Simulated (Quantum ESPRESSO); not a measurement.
Crystal: GaN.

```
Ga N
1.0
     3.21154    0.00000    0.00000
    -1.60577    2.78127    0.00000
     0.00000    0.00000   10.35684
Ga N
4 4
Direct
  0.00000 0.00000 0.78587
  0.66667 0.33333 0.03735
  0.33333 0.66667 0.53735
  0.00000 0.00000 0.28587
  0.00000 0.00000 0.09304
  0.66667 0.33333 0.34375
  0.00000 0.00000 0.59304
  0.33333 0.66667 0.84374
```

The cell is a database's computed one.

Below is the output of Quantum ESPRESSO 7.5 for this cell. Logs are shortened: lines on timing, memory, paths and dates and some standing lists are left out, and cuts for length are marked.

```text
This program is part of the open-source Quantum ESPRESSO suite
     for quantum simulation of materials; please cite
         "P. Giannozzi et al., J. Phys.:Condens. Matter 21 395502 (2009);
         "P. Giannozzi et al., J. Phys.:Condens. Matter 29 465901 (2017);
         "P. Giannozzi et al., J. Chem. Phys. 152 154105 (2020);
     in publications or presentations arising from this work. More details at

     file Ga.pbe-dn-kjpaw_psl.1.0.0.UPF: wavefunction(s)  4S renormalized
     Message from routine setup:
     using ibrav=0 with symmetry is DISCOURAGED, use correct ibrav instead

     K-points division:     npool     =       2
     Subspace diagonalization in iterative solution of the eigenvalue problem:
     a serial algorithm will be used

     G-vector sticks info
     --------------------
     sticks:   dense  smooth     PW     G-vecs:    dense   smooth      PW
     Sum        1417     703    199               139731    49335    7647

     Using Slab Decomposition

     bravais-lattice index     =            0
     lattice parameter (alat)  =       6.0689  a.u.
     unit-cell volume          =     624.2817 (a.u.)^3
     number of atoms/cell      =            8
     number of atomic types    =            2
     number of electrons       =        72.00
     number of Kohn-Sham states=           48
     kinetic-energy cutoff     =      70.0000  Ry
     charge density cutoff     =     560.0000  Ry
     scf convergence threshold =      1.6E-09
     mixing beta               =       0.5000
[... 246 lines left out ...]
    -3.7264  -3.7264  -3.4897  -3.4897  -3.4869  -3.4869  -3.2723  -2.5084
     3.1486   5.5046   6.6181   8.6041   8.6041   8.6484   8.6484   9.4477
     9.4477   9.4804   9.4804  10.0221  10.8522  13.3427  13.5502  13.6046
    17.0298  17.7113  18.5131  18.6344  18.6344  19.3520  19.3520  20.2965
[... 75 lines left out ...]
    -5.7424  -5.7214  -4.9024  -4.8963  -4.3766  -4.3694  -4.3294  -4.3252
    -4.2646  -4.2629  -4.1090  -4.1083  -3.7654  -3.7319  -3.6097  -3.6033
    -3.5987  -3.5944  -3.4496  -3.4474  -2.8829  -2.7913  -2.0193  -1.8081
     3.0538   3.3154   3.9895   4.2174   6.0591   7.0153   7.0553   7.2347
     8.2061   8.4849   8.6256   9.0342  12.4470  12.8502  14.4817  14.8449
    15.9898  16.3537  17.4387  17.8345  19.2483  19.5874  19.6658  20.4952

          k = 0.0000-0.5774 0.0000 (  6194 PWs)   bands (ev):

    -5.7235  -5.6949  -4.8818  -4.8731  -4.3795  -4.3640  -4.3317  -4.3222
    -4.2629  -4.2599  -4.0906  -4.0897  -3.7519  -3.6854  -3.6154  -3.6090
    -3.5964  -3.5853  -3.4371  -3.4338  -2.5557  -2.4955  -1.9437  -1.6923
     2.5366   2.9354   3.6912   3.8210   5.9708   6.7930   7.2936   7.6873
     7.8756   8.0937   8.5030   9.2726  11.9729  12.4751  14.7259  14.7676
    15.8695  16.5457  17.1543  17.6120  19.0297  19.5421  20.0264  20.1779

          k = 0.0000-0.5774 0.1034 (  6178 PWs)   bands (ev):

    -5.7163  -5.7020  -4.8799  -4.8755  -4.3746  -4.3668  -4.3294  -4.3246
    -4.2627  -4.2612  -4.0904  -4.0899  -3.7369  -3.7040  -3.6129  -3.6100
    -3.5935  -3.5880  -3.4363  -3.4347  -2.5449  -2.5159  -1.8754  -1.7509
     2.6639   2.8918   3.5937   3.7014   6.4288   6.8794   7.1071   7.2746
     8.0933   8.3386   8.3842   8.9329  12.3076  12.5726  14.5779  14.5971
    15.7845  16.2187  17.5861  17.8201  19.2177  19.7934  19.8422  20.5126
[... 138 lines left out ...]
    -5.6799  -5.6626  -4.8635  -4.8608  -4.3424  -4.3420  -4.3160  -4.3112
    -4.2709  -4.2667  -4.1357  -4.1356  -3.6921  -3.6832  -3.6273  -3.6272
    -3.5586  -3.5582  -3.4962  -3.4953  -2.2566  -2.2466  -1.5865  -1.5650
     3.3253   3.4051   3.7610   4.0816   4.8887   5.0452   6.0234   6.1549
     6.9753   7.7587   8.8945   9.0076  13.0562  13.1564  16.2087  16.7610
    16.7796  17.0007  17.6850  17.8443  18.5390  18.8489  18.9873  19.1668

     the Fermi energy is    10.4664 ev

!    total energy              =   -1192.57064607 Ry
     estimated scf accuracy    <          5.3E-11 Ry
     smearing contrib. (-TS)   =      -0.00000021 Ry
     internal energy E=F+TS    =   -1192.57064586 Ry

     The total energy is F=E-TS. E is the sum of the following terms:
     one-electron contribution =    -357.34684350 Ry
     hartree contribution      =     256.43626524 Ry
     xc contribution           =    -175.41829746 Ry
     ewald contribution        =    -468.67675054 Ry
     one-center paw contrib.   =    -447.56501960 Ry

     convergence has been achieved in  20 iterations

     Forces acting on atoms (cartesian axes, Ry/au):

     atom    1 type  1   force =     0.00000000    0.00000000    0.00077494
     atom    2 type  1   force =    -0.00000000   -0.00000000   -0.00558218
     atom    3 type  1   force =    -0.00000000   -0.00000000   -0.00558218
     atom    4 type  1   force =     0.00000000    0.00000000    0.00077494
     atom    5 type  2   force =     0.00000000    0.00000000   -0.00798024
     atom    6 type  2   force =    -0.00000000    0.00000000    0.01278748
     atom    7 type  2   force =     0.00000000    0.00000000   -0.00798024
     atom    8 type  2   force =    -0.00000000   -0.00000000    0.01278748

     Total force =     0.022758     Total SCF correction =     0.000010

     Computing stress (Cartesian axis) and pressure

          total   stress  (Ry/bohr**3)                   (kbar)     P=       -5.58
  -0.00021029   0.00000000   0.00000000          -30.93        0.00        0.00
   0.00000000  -0.00021029   0.00000000            0.00      -30.93        0.00
   0.00000000   0.00000000   0.00030680            0.00        0.00       45.13

=------------------------------------------------------------------------------=
   JOB DONE.
=------------------------------------------------------------------------------=
```

**Question.** Write the input and the command behind it.

**Answer.** Single point with PBE, no spin polarisation. The files as run (others can give the same):

pw.in
```
&CONTROL
  calculation = 'scf'
  prefix = 'pwscf'
  outdir = './tmp'
  pseudo_dir = './pseudo'
  tprnfor = .true.
  tstress = .true.
  disk_io = 'nowf'
/
&SYSTEM
  ibrav = 0
  nat = 8
  ntyp = 2
  ecutwfc = 70
  ecutrho = 560
  nbnd = 48
  occupations = 'smearing'
  smearing = 'fd'
  degauss = 0.00367493
/
&ELECTRONS
  conv_thr = 1.6d-09
  electron_maxstep = 120
  mixing_beta = 0.5
/
ATOMIC_SPECIES
Ga    69.7230 Ga.pbe-dn-kjpaw_psl.1.0.0.UPF
N     14.0070 N.pbe-n-radius_5.UPF
CELL_PARAMETERS angstrom
   3.2115377864    0.0000000000    0.0000000000
  -1.6057688932    2.7812733083    0.0000000000
   0.0000000000    0.0000000000   10.3568400000
ATOMIC_POSITIONS crystal
Ga     0.0000000000    0.0000000000    0.7858680000
Ga     0.6666666667    0.3333333333    0.0373490000
Ga     0.3333333333    0.6666666667    0.5373490000
Ga     0.0000000000    0.0000000000    0.2858680000
N      0.0000000000    0.0000000000    0.0930380000
N      0.6666666667    0.3333333333    0.3437450000
N      0.0000000000    0.0000000000    0.5930380000
N      0.3333333333    0.6666666667    0.8437450000
K_POINTS automatic
10 10 3 0 0 0
```

Potentials or basis: SSSP 1.3 efficiency PBE.
The run is started by
```bash
$ OMP_NUM_THREADS=1 mpirun -n 2 pw.x -nk 2 -in pw.in > pw.out
```
